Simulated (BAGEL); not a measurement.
**A workflow on singlet CH3Cl2Si+**

Wanted: a single-point energy (singlet CH3Cl2Si+, HF/def2-SVP), then a single-point energy (doublet CH3Cl2Si, NEVPT2(3,3)/def2-SVP) of CH3Cl2Si. 

The results are computed with BAGEL 1.2.2.

### Step 1. The system as given

CH3Cl2Si+ has 7 atoms, charge +1, and is taken as a singlet. As SMILES of the parent species, `[CH2][SiH](Cl)Cl`. The C1–H5 distance was set to 2.061 Å, away from the relaxed value. That shape belongs to the parent species and isn't relaxed for this state. At this shape a bond of the SMILES string is far longer than usual.

Bond lengths: C1–Si2 1.823 Å, Si2–Cl3 2.049 Å, Si2–Cl4 2.049 Å, C1–H6 1.085 Å, Si2–H7 1.475 Å. Angles: C1–Si2–Cl3 110.0°, C1–Si2–Cl4 110.0°, Cl3–Si2–Cl4 107.9°, C1–Si2–H7 112.5°, Cl3–Si2–H7 108.1°, Cl4–Si2–H7 108.2°, Si2–C1–H6 122.1°.

### Step 2. The energy at HF/def2-SVP (density fitting with svp-jkfit) (run 1)

Contents of input.json:

```json
{ "bagel": [

{
  "title": "molecule",
  "basis": "svp",
  "df_basis": "svp-jkfit",
  "geometry": [
    { "atom": "C", "xyz": [    -0.02494438,     1.28777276,     1.63688077 ] },
    { "atom": "Si", "xyz": [     2.16524819,    -1.34291497,     1.25628993 ] },
    { "atom": "Cl", "xyz": [     4.29591440,    -0.84383830,    -1.93810311 ] },
    { "atom": "Cl", "xyz": [     0.19936611,    -4.65560487,     0.86832915 ] },
    { "atom": "H", "xyz": [    -2.73575651,     2.13009929,    -1.03084560 ] },
    { "atom": "H", "xyz": [     0.02022007,     2.51231529,     3.28094250 ] },
    { "atom": "H", "xyz": [     3.90039472,    -1.61031122,     3.42172709 ] }
  ]
},

{
  "title": "hf",
  "charge": 1
},

{
  "title": "print",
  "file": "orbitals.molden",
  "orbitals": true
}

]}
```

Run with:

```sh
BAGEL_NUM_THREADS=1 BAGEL input.json > input.out
```

Output:

```text
* using 1 threads per process

  ===============================================================
  ===============================================================

  *** Geometry ***

  { "atom" : "C", "xyz" : [     -0.024944,      1.287773,      1.636881 ] },
  { "atom" : "Si", "xyz" : [      2.165248,     -1.342915,      1.256290 ] },
  { "atom" : "Cl", "xyz" : [      4.295914,     -0.843838,     -1.938103 ] },
  { "atom" : "Cl", "xyz" : [      0.199366,     -4.655605,      0.868329 ] },
  { "atom" : "H", "xyz" : [     -2.735757,      2.130099,     -1.030846 ] },
  { "atom" : "H", "xyz" : [      0.020220,      2.512315,      3.280943 ] },
  { "atom" : "H", "xyz" : [      3.900395,     -1.610311,      3.421727 ] },

  Number of auxiliary basis functions:      513

  Since a DF basis is specified, we compute 2- and 3-index integrals:
    o Being stored without compression. Storage requirement is 0.028 GB

  Number of basis functions:       83
  Number of electrons      :       57

    * METHOD: MOLECULE                             0.40

  *** RHF ***

  === Nuclear Repulsion ===
   258.8979478706

      * DIIS with orbital gradients will be used.

  === RHF iteration (svp) ===
      0      -1246.57390315          0.01238161           0.16
      1      -1246.65801048          0.00683185           0.14
      2      -1246.68959435          0.00126949           0.14
      3      -1246.69125536          0.00021295           0.14
      4      -1246.69131057          0.00007982           0.14
      5      -1246.69132056          0.00002175           0.14
      6      -1246.69132156          0.00000617           0.14
      7      -1246.69132165          0.00000170           0.15
      8      -1246.69132165          0.00000073           0.16
      9      -1246.69132165          0.00000041           0.15
     10      -1246.69132165          0.00000027           0.16
     11      -1246.69132165          0.00000014           0.15
     12      -1246.69132165          0.00000005           0.15
     13      -1246.69132165          0.00000002           0.14
     14      -1246.69132165          0.00000001           0.14
    * SCF iteration converged.

    * Permanent dipole moment:
           (    2.128874,    -3.008120,    -1.000685) a.u.

    * METHOD: HF                                   2.49

    * METHOD: PRINT                                0.03

  ===============================================================
```

It took 3.3 s on 1 thread of Intel Xeon Platinum 8259CL at 2.50GHz (Skylake/Cascade Lake), shared host; peak memory 0.15 GiB.

### Step 3. Doublet neutral CH3Cl2Si: the energy at NEVPT2(3,3)/def2-SVP (density fitting with svp-jkfit) (run 2)

Contents of calc.json:

```json
{ "bagel" : [

{
  "title" : "molecule",
  "basis" : "svp",
  "df_basis" : "svp-jkfit",
  "angstrom" : "false",
  "geometry" : [
    { "atom" : "C", "xyz" : [ -0.02494438,  1.28777276,  1.63688077 ] },
    { "atom" : "Si", "xyz" : [  2.16524819, -1.34291497,  1.25628993 ] },
    { "atom" : "Cl", "xyz" : [  4.29591440, -0.84383830, -1.93810311 ] },
    { "atom" : "Cl", "xyz" : [  0.19936611, -4.65560487,  0.86832915 ] },
    { "atom" : "H", "xyz" : [ -2.73575651,  2.13009929, -1.03084560 ] },
    { "atom" : "H", "xyz" : [  0.02022007,  2.51231529,  3.28094250 ] },
    { "atom" : "H", "xyz" : [  3.90039472, -1.61031122,  3.42172709 ] }
  ]
},
{
  "title" : "hf",
  "charge" : 1
},
{
  "title" : "casscf",
  "nstate" : 1,
  "nact" : 3,
  "nclosed" : 27,
  "nspin" : 1,
  "active" : [24, 29, 30],
  "maxiter" : 200,
  "natocc" : "true"
},
{
  "title" : "nevpt2",
  "nstate" : 1,
  "nact" : 3,
  "nclosed" : 27,
  "nspin" : 1,
  "active" : [24, 29, 30],
  "maxiter" : 200,
  "natocc" : "true",
  "ncore" : 16
},
{
  "title" : "print",
  "file" : "orbitals.molden",
  "orbitals" : "true"
}

]}
```

Run with:

```sh
BAGEL_NUM_THREADS=1 BAGEL calc.json > calc.out
```

Output:

```text
* using 1 threads per process

  ===============================================================
  ===============================================================

  *** Geometry ***

  { "atom" : "C", "xyz" : [     -0.024944,      1.287773,      1.636881 ] },
  { "atom" : "Si", "xyz" : [      2.165248,     -1.342915,      1.256290 ] },
  { "atom" : "Cl", "xyz" : [      4.295914,     -0.843838,     -1.938103 ] },
  { "atom" : "Cl", "xyz" : [      0.199366,     -4.655605,      0.868329 ] },
  { "atom" : "H", "xyz" : [     -2.735757,      2.130099,     -1.030846 ] },
  { "atom" : "H", "xyz" : [      0.020220,      2.512315,      3.280943 ] },
  { "atom" : "H", "xyz" : [      3.900395,     -1.610311,      3.421727 ] },

  Number of auxiliary basis functions:      513

  Since a DF basis is specified, we compute 2- and 3-index integrals:
    o Being stored without compression. Storage requirement is 0.028 GB

  Number of basis functions:       83
  Number of electrons      :       57

    * METHOD: MOLECULE                             0.59

  *** RHF ***

  === Nuclear Repulsion ===
   258.8979478706

      * DIIS with orbital gradients will be used.

  === RHF iteration (svp) ===
      0      -1246.57390315          0.01238161           0.16
      1      -1246.65801048          0.00683185           0.14
      2      -1246.68959435          0.00126949           0.14
      3      -1246.69125536          0.00021295           0.15
      4      -1246.69131057          0.00007982           0.14
      5      -1246.69132056          0.00002175           0.14
      6      -1246.69132156          0.00000617           0.14
      7      -1246.69132165          0.00000170           0.14
      8      -1246.69132165          0.00000073           0.15
      9      -1246.69132165          0.00000041           0.16
     10      -1246.69132165          0.00000027           0.15
     11      -1246.69132165          0.00000014           0.16
     12      -1246.69132165          0.00000005           0.15
     13      -1246.69132165          0.00000002           0.15
     14      -1246.69132165          0.00000001           0.15
    * SCF iteration converged.

    * Permanent dipole moment:
           (    2.128874,    -3.008120,    -1.000685) a.u.

    * METHOD: HF                                   2.58

  ---------------------------
      CASSCF calculation
  ---------------------------

    ==== Active orbitals : =====
         Orbital 24
         Orbital 29
         Orbital 30
    ============================

    * nstate   :      1
    * nclosed  :     27
    * nact     :      3
    * nvirt    :     53
  === CASSCF iteration (svp) ===

    * Using the second-order algorithm

      0  0     -1247.00216286     1.42e-02      0.05

      1  0     -1247.09105595     2.75e-03      0.84

      2  0     -1247.09664726     4.16e-04      0.87

      3  0     -1247.09673756     7.48e-05      0.82

      4  0     -1247.09673980     1.38e-05      0.83

      5  0     -1247.09673987     2.70e-06      0.88

      6  0     -1247.09673988     5.41e-07      0.72

      7  0     -1247.09673988     1.10e-07      0.69

      8  0     -1247.09673988     2.24e-08      0.59

      9  0     -1247.09673988     4.57e-09      0.61

    * Second-order optimization converged. *

     guess   0:   closed 1..                  open .1.

  === FCI iteration ===

      0  0     -1247.02581266     5.80e-02      0.00
      1  0     -1247.09541959     5.20e-03      0.00
      2  0     -1247.09643764     3.04e-03      0.00
      3  0     -1247.09673987     1.34e-05      0.00
      4  0     -1247.09673988     2.37e-06      0.00
      5  0     -1247.09673988     7.68e-07      0.00
      6  0     -1247.09673988     3.30e-07      0.00
      7  0 *   -1247.09673988     7.28e-16      0.00

     * ci vector, state   0, <S^2> = 0.7500
       2a.    -0.9108153552
       .a2    -0.3433751416
       aba     0.1870984446
       aab     0.0935492345
       baa     0.0935492101

    * METHOD: CASSCF                               7.23

    * freezing 16 orbitals

  === DF-NEVPT2 calculation ===

    * 3-index integral transformation done
    * assembly done

      NEVPT2 correlation energy:   -0.4444324612      0.29

          (+0)     -0.3740853512
          (+0)'    -0.0163496302
          (+1)     -0.0092729824
          (+1)'    -0.0002178232
          (+2)     -0.0002231612
          (-1)     -0.0358219331
          (-1)'    -0.0022733619
          (-2)     -0.0061882181

      NEVPT2 total energy:       -1247.5411723377

    * METHOD: NEVPT2                               0.57

    * METHOD: PRINT                                0.03

  ===============================================================
```

It took 11 s on 1 thread of Intel Xeon Platinum 8259CL at 2.50GHz (Skylake/Cascade Lake), shared host; peak memory 0.15 GiB.

### Step 4. What came out

```
                              quantity           value
      run 1, HF/def2-SVP: total energy  -1246.69132 Eh
       run 1, HF/def2-SVP: HOMO energy       -17.00 eV
       run 1, HF/def2-SVP: LUMO energy        -7.15 eV
     run 1, HF/def2-SVP: HOMO–LUMO gap         9.85 eV
doublet neutral CH3Cl2Si: total energy  -1247.54117 Eh
```
